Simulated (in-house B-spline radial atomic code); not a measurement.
# Re⁴²⁺: starting-point dependence of G0W0 and RPA

Aim: see how far the highest quasi-particle level and the RPA correlation energy of Re⁴²⁺ depend on the orbitals that they are built on.

Program: an in-house B-spline radial atomic code, version 1. Level of theory: RPA, second order, AC-SOSEX and G0W0 (contour deformation) on a non-relativistic mean field, all electrons; no spin-orbit coupling, Breit or QED terms. These are calculated values, not measurements, unless marked.

## (1) What is computed

| Quantity | Value |
| --- | --- |
| element | rhenium (Z = 75) |
| charge | +42 |
| electrons | 33 |
| configuration | [Ar] 3d10 4s2 4p3 |
| Hamiltonian | non-relativistic, point nucleus |
| starts | Hartree-Fock, PBE, BHandHLYP, LDA (VWN5), r2SCAN0 |

Outer shells as boxes (Hund's rule):

Re42+
```
[Ar] core
3d [↑↓][↑↓][↑↓][↑↓][↑↓]
4s [↑↓]
4p [↑ ][↑ ][↑ ]
```

## (2) The run with the Hartree-Fock start

The run's settings:

```ini
Z = 75
electrons = 33.0
configuration = [Ar] 3d10 4s2 4p3
hamiltonian = nr
method = hf
lmax = 9
spin_polarised = True
box_radius = 2.38
intervals = 47
```

Run with:

```
python run_gw.py task.json out
```

One command runs all members of the session, one after another, from task.json.

The program writes no log. Results of the run, from its result record (rounded, main fields):

```text
status: converged
energies [hartree]:
  mean_field: -14639.52452
  exx_total: -14639.52452
  exchange: -235.602445
  rpa: -2.6436581
  rpa_summed: -2.6084826
  direct_second_order: -2.7940191
  second_order_exchange: 0.81935055
  sosex: 0.7901005
rpa_by_multipole [hartree]: [-0.455087, -1.0842, -0.457276, -0.299972, -0.148642, -0.0840686, -0.0414239, -0.0228554, -0.0102531, -0.00375869, -0.000829727, -0.000116037]
polarisability [bohr^3: independent particles, RPA]: [0.0557151, 0.0386798]
gap [hartree]: 4.900326
levels [hartree]:
  - {"name": "4p up", "occ": 1, "e": -75.86034, "sx": -4.1142, "vxc": -4.1142, "sc": -0.04728785, "z": 0.9883955, "qp": -75.90895, "tail": -0.001328091}
  - {"name": "4s down", "occ": 1, "e": -78.1481, "sx": -3.192872, "vxc": -3.192872, "sc": -0.2169323, "z": 0.9882145, "qp": -78.36624, "tail": -0.001203312}
  - {"name": "4s up", "occ": 1, "e": -79.6049, "sx": -4.671838, "vxc": -4.671838, "sc": 0.3712158, "z": 0.8821624, "qp": -79.23476, "tail": -0.001067688}
  - {"name": "3d down", "occ": 1, "e": -142.4369, "sx": -9.496903, "vxc": -9.496903, "sc": 0.1530658, "z": 0.9944188, "qp": -142.2869, "tail": -0.003120728}
  - {"name": "4p down", "occ": 0, "e": -73.24778, "sx": -1.480926, "vxc": -1.480926, "sc": -0.1513716, "z": 0.9879227, "qp": -73.40047, "tail": -0.001321321}
```

Wall time 3.6 s (1 thread, shared host).

In the record, exx_total is the Hartree-Fock functional on the start's orbitals, rpa_summed the RPA energy up to lmax and rpa the same with the tail beyond it, gap the smallest same-spin excitation energy of the start. For a level, e is the start's value, sx and sc the exchange and correlation self-energies, vxc the start's own term, z the quasi-particle weight, and qp = e + sx − vxc + sc + tail. Deeper levels of weight under 0.85 meet poles of the self-energy and are not shown.

G0W0 moves 4p↑ down by 1.32 eV, to -2065.59 eV.

The largest part of the RPA energy comes from multipole 1 (42 % of the sum).

## (3) The run with the PBE start

The settings differ from step 2 so:

```diff
@@ -4,3 +4,3 @@
 hamiltonian = nr
-method = hf
+method = pbe,pbe
 lmax = 9
```

Results of the run:

```text
status: converged
energies [hartree]:
  mean_field: -14640.30082
  exx_total: -14639.50811
  exchange: -235.5504022
  rpa: -2.7834482
  rpa_summed: -2.7480428
  direct_second_order: -2.9835488
  second_order_exchange: 0.88375359
  sosex: 0.84054175
rpa_by_multipole [hartree]: [-0.471663, -1.16851, -0.478347, -0.311677, -0.152208, -0.0855614, -0.0419368, -0.0230664, -0.0103337, -0.00378407, -0.000834472, -0.000116493]
polarisability [bohr^3: independent particles, RPA]: [0.0784867, 0.0481437]
gap [hartree]: 3.170211
levels [hartree]:
  - {"name": "4p up", "occ": 1, "e": -74.88331, "sx": -4.144901, "vxc": -3.169822, "sc": -0.03771436, "z": 0.9808316, "qp": -75.89744, "tail": -0.001334986}
  - {"name": "4s down", "occ": 1, "e": -77.51083, "sx": -3.234647, "vxc": -2.597562, "sc": -0.2514134, "z": 0.9819309, "qp": -78.40054, "tail": -0.001215322}
  - {"name": "3d down", "occ": 1, "e": -139.8321, "sx": -9.498195, "vxc": -6.894632, "sc": 0.1829592, "z": 0.9922876, "qp": -142.2558, "tail": -0.003128123}
  - {"name": "4p down", "occ": 0, "e": -74.34062, "sx": -1.522094, "vxc": -2.626536, "sc": -0.1778995, "z": 0.9809802, "qp": -73.41542, "tail": -0.00134053}
```

Run time: 3.9 s. Hardware: 1 thread, shared host.

Highest level 4p↑: -2037.68 eV in the start, -2065.27 eV after G0W0, weight 0.98.

## (4) The run with the BHandHLYP start

The settings differ from step 3 so:

```diff
@@ -4,3 +4,3 @@
 hamiltonian = nr
-method = pbe,pbe
+method = bhandhlyp
 lmax = 9
```

Results of the run:

```text
status: converged
energies [hartree]:
  mean_field: -14641.37211
  exx_total: -14639.51992
  exchange: -235.5795466
  rpa: -2.7081625
  rpa_summed: -2.6728744
  direct_second_order: -2.8786648
  second_order_exchange: 0.84744077
  sosex: 0.81274443
rpa_by_multipole [hartree]: [-0.463343, -1.12197, -0.467228, -0.305503, -0.150383, -0.0848012, -0.0416761, -0.0229591, -0.0102927, -0.00377113, -0.000832043, -0.000116252]
polarisability [bohr^3: independent particles, RPA]: [0.064957, 0.0428091]
gap [hartree]: 4.035867
levels [hartree]:
  - {"name": "4p up", "occ": 1, "e": -75.39191, "sx": -4.129948, "vxc": -3.663069, "sc": -0.04416631, "z": 0.9854378, "qp": -75.90429, "tail": -0.001333552}
  - {"name": "4s down", "occ": 1, "e": -77.87004, "sx": -3.214549, "vxc": -2.937406, "sc": -0.2332118, "z": 0.9855134, "qp": -78.38161, "tail": -0.001209545}
  - {"name": "3d down", "occ": 1, "e": -141.1631, "sx": -9.497394, "vxc": -8.225459, "sc": 0.1666906, "z": 0.9936532, "qp": -142.2715, "tail": -0.003126975}
  - {"name": "4p down", "occ": 0, "e": -73.83417, "sx": -1.502149, "vxc": -2.092899, "sc": -0.1638247, "z": 0.9850457, "qp": -73.40858, "tail": -0.001331818}
```

It took 3.6 s on 1 thread, shared host.

Highest level 4p↑: -2051.52 eV in the start, -2065.46 eV after G0W0, weight 0.99.

## (5) The run with the LDA (VWN5) start

The settings differ from step 4 so:

```diff
@@ -4,3 +4,3 @@
 hamiltonian = nr
-method = bhandhlyp
+method = lda,vwn
 lmax = 9
```

Results of the run:

```text
status: converged
energies [hartree]:
  mean_field: -14631.85594
  exx_total: -14639.49772
  exchange: -235.4756108
  rpa: -2.7856076
  rpa_summed: -2.7502108
  direct_second_order: -2.9867258
  second_order_exchange: 0.88469499
  sosex: 0.84119959
rpa_by_multipole [hartree]: [-0.472485, -1.16964, -0.478565, -0.311726, -0.152203, -0.0855404, -0.041927, -0.0230612, -0.0103319, -0.00378332, -0.000834244, -0.000116425]
polarisability [bohr^3: independent particles, RPA]: [0.0788932, 0.0482835]
gap [hartree]: 3.147326
levels [hartree]:
  - {"name": "4p up", "occ": 1, "e": -74.87013, "sx": -4.148602, "vxc": -3.157301, "sc": -0.03725491, "z": 0.9806337, "qp": -75.90002, "tail": -0.001335424}
  - {"name": "4s down", "occ": 1, "e": -77.53876, "sx": -3.237498, "vxc": -2.624755, "sc": -0.2524368, "z": 0.9817099, "qp": -78.40515, "tail": -0.00121568}
  - {"name": "3d down", "occ": 1, "e": -139.8147, "sx": -9.496747, "vxc": -6.863389, "sc": 0.1836986, "z": 0.9922633, "qp": -142.2675, "tail": -0.003126824}
  - {"name": "4p down", "occ": 0, "e": -74.39143, "sx": -1.525297, "vxc": -2.67788, "sc": -0.1791762, "z": 0.9807676, "qp": -73.41936, "tail": -0.001341656}
```

It took 3.5 s on 1 thread, shared host.

The 4p↑ level moves from -2037.32 to -2065.34 eV (weight 0.98).

## (6) The run with the r2SCAN0 start

The settings differ from step 5 so:

```diff
@@ -4,3 +4,3 @@
 hamiltonian = nr
-method = lda,vwn
+method = r2scan0
 lmax = 9
```

Results of the run:

```text
status: converged
energies [hartree]:
  mean_field: -14641.09923
  exx_total: -14639.51934
  exchange: -235.5783219
  rpa: -2.7296579
  rpa_summed: -2.6944691
  direct_second_order: -2.9098435
  second_order_exchange: 0.85844399
  sosex: 0.82092499
rpa_by_multipole [hartree]: [-0.465133, -1.13742, -0.470107, -0.306924, -0.150582, -0.0848064, -0.04162, -0.0229093, -0.0102653, -0.00376017, -0.000829627, -0.000115911]
polarisability [bohr^3: independent particles, RPA]: [0.0698508, 0.0448305]
gap [hartree]: 3.670877
levels [hartree]:
  - {"name": "4p up", "occ": 1, "e": -75.19634, "sx": -4.131924, "vxc": -3.467366, "sc": -0.04229099, "z": 0.9839836, "qp": -75.90451, "tail": -0.001323238}
  - {"name": "4s down", "occ": 1, "e": -77.66196, "sx": -3.214181, "vxc": -2.727567, "sc": -0.2390623, "z": 0.9843727, "qp": -78.38884, "tail": -0.001200812}
  - {"name": "3d down", "occ": 1, "e": -140.6971, "sx": -9.496113, "vxc": -7.752837, "sc": 0.1708839, "z": 0.9933653, "qp": -142.2726, "tail": -0.003115323}
  - {"name": "4p down", "occ": 0, "e": -73.99109, "sx": -1.505287, "vxc": -2.252407, "sc": -0.1666749, "z": 0.9837869, "qp": -73.41197, "tail": -0.001323883}
```

It took 3.6 s on 1 thread, shared host.

The 4p↑ level moves from -2046.20 to -2065.47 eV (weight 0.98).

## (7) All runs in one table

```
       start  level  mean field (eV)  G0W0 (eV)  weight  RPA (hartree)  RPA+SOSEX (hartree)  α, direct RPA (bohr³)   time  miss (eV)
Hartree-Fock    4p↑         -2064.26   -2065.59   0.988       -2.64366             -1.85356                0.03868  3.6 s      -14.4
         PBE    4p↑         -2037.68   -2065.27   0.981       -2.78345             -1.94291                0.04814  3.9 s      -14.7
   BHandHLYP    4p↑         -2051.52   -2065.46   0.985       -2.70816             -1.89542                0.04281  3.6 s      -14.5
  LDA (VWN5)    4p↑         -2037.32   -2065.34   0.981       -2.78561             -1.94441                0.04828  3.5 s      -14.7
     r2SCAN0    4p↑         -2046.20   -2065.47   0.984       -2.72966             -1.90873                0.04483  3.6 s      -14.5
```

The miss is the G0W0 removal energy (the level with its sign changed) less the tabulated theoretical ionisation energy, 2080.0 ± 4 eV. Times are single runs on a shared host.

## (8) What came out

```
                                          quantity                                                              value
   highest level, mean field (range over the runs)                                            -2064.26 to -2037.32 eV
         highest level, G0W0 (range over the runs)                                            -2065.59 to -2065.27 eV
                            RPA correlation energy                                           -2.786 to -2.644 hartree
                                         RPA+SOSEX                                         -1.9444 to -1.8536 hartree
tabulated theoretical ionisation energy (4p shell)  2080.0 ± 4 eV (NIST Atomic Spectra Database, ionization energies)
               G0W0 removal energy less that value                                                  -14.7 to -14.4 eV
```

The starts spread the highest level over 26.9 eV; after G0W0 0.31 eV remain, 1.2 % of that. Semilocal starts leave the level too high; G0W0 lowers it by 28 eV. The RPA energy is largest in size on LDA (VWN5) and smallest on Hartree-Fock, 5.1 % apart; over the runs it loosely follows the gap of the start, as smaller excitation energies give more correlation. The tabulated theoretical ionisation energy is 2080.0 ± 4 eV. G0W0 is off by about -14.5 eV (-0.70 %) in every run shown, whatever the start. Relativity is left out, and for this shell its effect can be as large as the miss, so the comparison tests the Hamiltonian as much as the method. Read as a removal energy, the bare PBE level is off by -42.3 eV (-2.0 %) and the nearest bare level, Hartree-Fock's, by -15.7 eV. For so heavy an element the non-relativistic levels are a model, not the real atom's.
